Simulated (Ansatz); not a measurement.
# EuCuO2: the cost of one run

Program: Ansatz 0.2.0. Level of theory: DFT LDA+U (U_eff = 3 eV on Eu f), plane waves, PAW, no spin–orbit coupling unless a run says so. These are calculated values, not measurements.

## (1) The starting structure

It takes space group R-3m (No. 166, trigonal). The conventional cell has a = 3.457 Å, b = 3.457 Å, c = 18.824 Å, α = 90.00°, β = 90.00°, γ = 120.00°. Cu (site symmetry -3m) is surrounded by 6 O at 2.74 Å. Eu (site symmetry -3m) is surrounded by 6 O at 2.36 Å. Around O (site symmetry 3m) lie 3 Eu at 2.36 Å and 3 Cu at 2.74 Å.

Structure file:

```cif
data_structure
_symmetry_space_group_name_H-M 'P 1'
_symmetry_Int_Tables_number 1
_cell_length_a 6.5844
_cell_length_b 6.5844
_cell_length_c 6.5844
_cell_angle_alpha 30.436
_cell_angle_beta 30.436
_cell_angle_gamma 30.436
_cell_volume 64.93
loop_
_atom_site_label
_atom_site_type_symbol
_atom_site_fract_x
_atom_site_fract_y
_atom_site_fract_z
_atom_site_occupancy
Cu1 Cu 0.50000 0.50000 0.50000 1
Eu1 Eu 0.00000 0.00000 0.00000 1
O1 O 0.26670 0.26670 0.26670 1
O2 O 0.73330 0.73330 0.73330 1
```

Magnetic order typed: ferromagnetic.

## (2) From atoms, symmetry kept, no search

File input.yaml:

```yaml
crystal:
  lattice:
    - [1.72837404, 0.99787722, 6.27465731]
    - [-1.72837404, 0.99787722, 6.27465731]
    - [0.0, -1.99575444, 6.27465731]
  atoms:
    - { symbol: Cu, position: [0.5, 0.5, 0.5] }
    - { symbol: Eu, position: [0.0, 0.0, 0.0], spin: 6.0 }
    - { symbol: O, position: [0.2667, 0.2667, 0.2667] }
    - { symbol: O, position: [0.7333, 0.7333, 0.7333] }
basis:
  ecutwfc: 420
  ecutrho_ratio: 4
kpoints:
  mp_grid: { grid: [6, 6, 6] }
hamiltonian:
  xc: lda
  hubbard: { sites: [{ site: 1, l: f, u_eff: 3.0 }] }
scf:
  occupations: { method: gaussian, width: 0.05 }
  lower_state_search: "off"
  max_iter: 150
output:
  forces: true
  stress: true
  eigenvalues: true
  populations: true
  hubbard: { sites: [{ site: 1, l: f }] }
magnetization:
  spin_polarized: true
```

The run is started by

```console
$ ansatz run input.yaml --threads 4 --pin off --max-ram 6144MiB --backend cpu --events-out ev --progress --plain --runs-dir out
```

Q: Estimate wall time and peak memory on 4 threads of Arm Neoverse V1, shared host.

About 8.6 s, with a peak of 0.52 GiB.
